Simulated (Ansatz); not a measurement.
**HfH2: stress in a strained cell**

Aim: deform HfH2 (zz strain of +1 %) and compute stress, forces and field gradients with LAPW, PAW and all-electron datasets made for the crystal.

Method: DFT LDA, scalar-relativistic, in Ansatz 0.2.0.

## (1) The structure to begin with

The structure is tetragonal, space group I4/mmm (No. 139). Conventional cell: a = 3.478 Å, b = 3.478 Å, c = 4.361 Å, α = 90.00°, β = 90.00°, γ = 90.00°. Around Hf (site symmetry 4/mmm) lie 8 H at 2.05 Å. Around H (site symmetry -4m2) lie 4 Hf at 2.05 Å.

Coordinates:

```xyz
3
Lattice="-1.7390 1.7390 2.1805 1.7390 -1.7390 2.1805 1.7390 1.7390 -2.1805" Properties=species:S:1:pos:R:3 pbc="T T T"
Hf    0.0000    0.0000    0.0000
H     0.0000    1.7390    1.0902
H     1.7390    0.0000    1.0902
```

Atoms are numbered in the order of the input: Hf1, H2, H3.

## (2) The deformed structure

Space group I4/mmm before, I4/mmm after.

## (3) All-electron LAPW

input.yaml reads:

```yaml
crystal:
  lattice:
    - [-1.739, 1.739, 2.202305]
    - [1.739, -1.739, 2.202305]
    - [1.739, 1.739, -2.202305]
  atoms:
    - { symbol: Hf, position: [0.0, 0.0, 0.0] }
    - { symbol: H, position: [0.75, 0.25, 0.5] }
    - { symbol: H, position: [0.25, 0.75, 0.5] }
kpoints:
  mp_grid: { grid: [12, 12, 12] }
  band_path:
    path:
      - [0.0, 0.0, 0.0]
      - [0.0, 0.0, 0.5]
      - [0.25, 0.25, 0.25]
      - [0.0, 0.5, 0.0]
      - [0.0, 0.0, 0.0]
      - [0.5, 0.5, -0.5]
      - [0.4058777912, 0.5941222088, -0.4058777912]
      - [-0.4058777912, 0.4058777912, 0.4058777912]
      - [0.0, 0.0, 0.0]
    npoints: 5
scf:
  occupations: { method: fermi_dirac, width: 0.03 }
hamiltonian:
  xc: lda
  pseudopotentials: { kind: all_electron, lapw: { basis_error: 0.0005 } }
output:
  forces: true
  stress: true
  eigenvalues: true
```

The run is started by

```bash
$ ansatz run input.yaml --threads 1 --pin off --max-ram 4096MiB --backend cpu --events-out ev --progress --plain --runs-dir out
```

Standard output, cut to the lines that bear on the results:

```text
LAPW: plane waves up to 9.075 Å⁻¹, error target 5.0e-4 eV per atom; small_component_spin mean_spin; H in spheres of 0.668 Å, 1 of its electrons in bands, Dirac shells []; Hf in spheres of 1.390 Å, 42 of its electrons in bands, Dirac shells []
[...]
Pseudopotentials: kind: all_electron
Pseudopotential: Hf, LAPW, valence charge 42, Koelling and Harmon's equation, gaussian nucleus
Pseudopotential: H, LAPW, valence charge 1, Koelling and Harmon's equation, gaussian nucleus
Functional definition: SPW92
[...]
Crystal: 3 atoms, lattice volume = 26.640 Å³
Basis set: ecut = 313.74592172365476 eV, 323 PW (Γ), exchange–correlation at level 2
Bands: 27, of which v1, the nominal top of the filled ones, is band 22 counted from 1 (21 counted from 0)
Symmetry: 16 space group operations
Space group: I4/mmm (ITA 139), of the structure as read, at distance tolerance 3.0e-5 Å
k-points: 163 of 1728
[...]
SCF iter   1: F=—  HF=-410039.550115 eV  |F-HF|=—  |Δ(HF+E_count)|=         —  Δρ=6.62e-2  dr2=1.09e0  ethr=2.47e-3  ⟨swp⟩=2.0  Hψ=27548  notcnv=0
[...]
the basis was enlarged: its passes take 354.1 KiB over the memory plan, 1 of 1 planned eigensolver slots
[...]
SCF iter   9: F=-410038.882033 eV  HF=-410038.882033 eV  |F-HF|=2.15e-9  |Δ(HF+E_count)|=   3.28e-7  Δρ=1.05e-5  dr2=2.59e-8  ethr=3.10e-9  ⟨swp⟩=2.0  Hψ=12897  notcnv=0
[...]
NSCF: frozen V_eff on 41 k-points
SCF converged after 9 iterations
Free energy (F): -410038.882033 eV
[...]
E sigma→0 (E₀):  -410038.880964 eV
Entropy (-TS):   -0.002136 eV (-0.712 meV/atom)
Fermi energy:    17.998978 eV
[...]
--- Forces (eV/Å), atoms counted from 1 ---
  atom   1  Hf    -0.00000000    -0.00000000     0.00000000
  atom   2  H      0.00000000     0.00000000     0.00000000
  atom   3  H      0.00000000    -0.00000000     0.00000000
[...]
--- Stress (GPa, compression-positive) ---
       -9.089088      -0.000000       0.000000
       -0.000000      -9.089088      -0.000000
        0.000000      -0.000000     -10.421976
  P = ⅓ Tr σ = -9.5334 GPa (-95.334 kbar)
--- Band table (eV; the first three rows and the last of 163) ---
[...]
```

Run time: 41 s. Hardware: 1 thread of Arm Neoverse V2, shared host; peak memory 0.6 GiB.

Read from it: pressure -9.53 GPa; no gap.

## (4) PAW on the default files

input.yaml reads:

```yaml
crystal:
  lattice:
    - [-1.739, 1.739, 2.202305]
    - [1.739, -1.739, 2.202305]
    - [1.739, 1.739, -2.202305]
  atoms:
    - { symbol: Hf, position: [0.0, 0.0, 0.0] }
    - { symbol: H, position: [0.75, 0.25, 0.5] }
    - { symbol: H, position: [0.25, 0.75, 0.5] }
kpoints:
  mp_grid: { grid: [12, 12, 12] }
scf:
  occupations: { method: fermi_dirac, width: 0.03 }
hamiltonian:
  xc: lda
  pseudopotentials: { kind: paw }
output:
  forces: true
  stress: true
  eigenvalues: true
  efg: { contact_densities: true }
```

The run is started by

```bash
$ ansatz run input.yaml --threads 1 --pin off --max-ram 4096MiB --backend cpu --events-out ev --progress --plain --runs-dir out
```

Standard output, cut to the lines that bear on the results:

```text
Hf: output.efg is read without spin–orbit coupling, which moves field gradients at and beside such atoms by some per cent and up to a factor of two; PAW files take it under magnetization.noncollinear and magnetization.spin_orbit
[...]
Pseudopotentials: kind: paw
Pseudopotential: Hf, paw, valence charge 26, recommended cutoff 420 eV (normal)
Pseudopotential: H, paw, valence charge 1, recommended cutoff 420 eV (normal)
[... 1 set-up line as earlier in the session ...]
[...]
Crystal: 3 atoms, lattice volume = 26.640 Å³
Basis set: ecut = 420 eV, 519 PW (Γ)
Bands: 18, of which v1, the nominal top of the filled ones, is band 14 counted from 1 (13 counted from 0)
[... 2 set-up lines as earlier in the session ...]
k-points: 163 of 1728
[...]
--- Stress (GPa, compression-positive) ---
       -9.114377       0.000000      -0.000000
        0.000000      -9.114377      -0.000000
        0.000000       0.000000     -10.442334
  P = ⅓ Tr σ = -9.5570 GPa (-95.570 kbar)
--- PAW observables at the nuclei: V_zz in 10²¹ V/m², potentials from the cell's mean, atoms counted from 1 ---
  atom   1  Hf V_zz =    -3.136181   η = 0.0000   by run symmetry: allowed
            electrostatic potential = -14181.208950 V   contact ρ = 7500110.323871 e/Å³
  atom   2  H  V_zz =    -0.003198   η = 0.0000   by run symmetry: allowed
            electrostatic potential = -50.534500 V   contact ρ = 2.802570 e/Å³
  atom   3  H  V_zz =    -0.003198   η = 0.0000   by run symmetry: allowed
            electrostatic potential = -50.534500 V   contact ρ = 2.802570 e/Å³
--- Band table (eV; the first three rows and the last of 163) ---
  k-point 0: bands = ["-44.7024", "-13.1913", "-13.1913", "-13.1380", "5.1874", "5.2913", "5.2913", "5.2978", "5.3205", "5.3205", "5.3480", "6.6268", "16.7166", "17.2605", "17.2605", "17.9630", "19.6095", "20.8411"]
[...]
```

It took 5.5 s on 1 thread of Arm Neoverse V2, shared host; peak memory 0.4 GiB.

Result: pressure -9.56 GPa; no gap; Vzz Hf1 -3.14 (η = 0.00), H2 0 (by symmetry or below 0.004) (10²¹ V/m²).

## (5) All-electron PAW on datasets made for the crystal

input.yaml, as its differences from that of step 4:

```diff
@@ -15,3 +15,3 @@
   xc: lda
-  pseudopotentials: { kind: paw }
+  pseudopotentials: { kind: all_electron, datasets: crystal }
 output:
```

The run is started by

```bash
$ ansatz run input.yaml --threads 1 --pin off --max-ram 4096MiB --backend cpu --events-out ev --progress --plain --runs-dir out
```

Standard output, cut to the lines that bear on the results:

```text
[...]
band count auto-derived: 20 (N_el = 28.0; filled up to band 14; 18 by the electrons, moments and atoms)
Hf: output.efg is read without spin–orbit coupling, which moves field gradients at and beside such atoms by some per cent and up to a factor of two; PAW files take it under magnetization.noncollinear and magnetization.spin_orbit
[...]
[... 1 set-up line as earlier in the session ...]
Pseudopotential: Hf, paw, valence charge 26, recommended cutoff 420 eV (normal), Koelling and Harmon's equation, gaussian nucleus
Pseudopotential: H, paw, valence charge 1, recommended cutoff 420 eV (normal), Koelling and Harmon's equation, gaussian nucleus
[... 1 set-up line as earlier in the session ...]
[...]
Crystal: 3 atoms, lattice volume = 26.640 Å³
Basis set: ecut = 420 eV, 519 PW (Γ)
Bands: 20, of which v1, the nominal top of the filled ones, is band 14 counted from 1 (13 counted from 0)
[... 1 set-up line as earlier in the session ...]
[...]
--- Stress (GPa, compression-positive) ---
       -9.088790      -0.000000       0.000000
       -0.000000      -9.088790       0.000000
        0.000000       0.000000     -10.421300
  P = ⅓ Tr σ = -9.5330 GPa (-95.330 kbar)
--- PAW observables at the nuclei: V_zz in 10²¹ V/m², potentials from the cell's mean, atoms counted from 1 ---
  atom   1  Hf V_zz =    -3.338137   η = 0.0000   by run symmetry: allowed
            electrostatic potential = -14175.295828 V   contact ρ = 7496458.061430 e/Å³
  atom   2  H  V_zz =    -0.000053   η = 0.0000   by run symmetry: allowed
            electrostatic potential = -50.546146 V   contact ρ = 2.807810 e/Å³
  atom   3  H  V_zz =    -0.000053   η = 0.0000   by run symmetry: allowed
            electrostatic potential = -50.546146 V   contact ρ = 2.807810 e/Å³
--- Band table (eV; the first three rows and the last of 163) ---
  k-point 0: bands = ["-44.4374", "-12.9269", "-12.9269", "-12.8739", "5.4537", "5.5567", "5.5567", "5.5639", "5.5869", "5.5869", "5.6135", "6.8891", "16.9829", "17.5217", "17.5217", "18.2243", "19.8711", "21.1023"]
[...]
```

Run time: 25 s. Hardware: 1 thread of Arm Neoverse V2, shared host; peak memory 0.78 GiB.

This run gives: pressure -9.53 GPa; no gap; Vzz Hf1 -3.34 (η = 0.00), H2 0 (by symmetry or below 0.004) (10²¹ V/m²).

## (6) Side by side

Stress (GPa, compression positive):

```
          method     xx     yy      zz    yz    xz    xy
            LAPW  -9.09  -9.09  -10.42  0.00  0.00  0.00
             PAW  -9.11  -9.11  -10.44  0.00  0.00  0.00
crystal datasets  -9.09  -9.09  -10.42  0.00  0.00  0.00
```

```
          method  pressure (GPa)  Vzz Hf1 (10²¹ V/m²)  SCF cycles, by the record's count
            LAPW           -9.53                    –                                  9
             PAW           -9.56                -3.14                                  7
crystal datasets           -9.53                -3.34                                  9
```

## (7) Outcome

| quantity | value |
| --- | --- |
| pressure | LAPW -9.53, PAW -9.56, crystal datasets -9.53 GPa |
| largest shear or deviatoric stress (LAPW) | 0.89 GPa |

The largest part of the stress beyond the pressure is 0.89 GPa in size, in the zz component; the atoms are carried along and not relaxed. No run of the undeformed cell stands beside it, so pressure and stress hold what the given cell had before the change, as far as its symmetry allows. PAW: stress within 0.03 GPa of LAPW. Crystal datasets: stress within 0.01 GPa of LAPW. Spin-orbit coupling is left out, though the cell holds Hf; in elements this heavy it can shift bands and gaps by tenths of an eV.
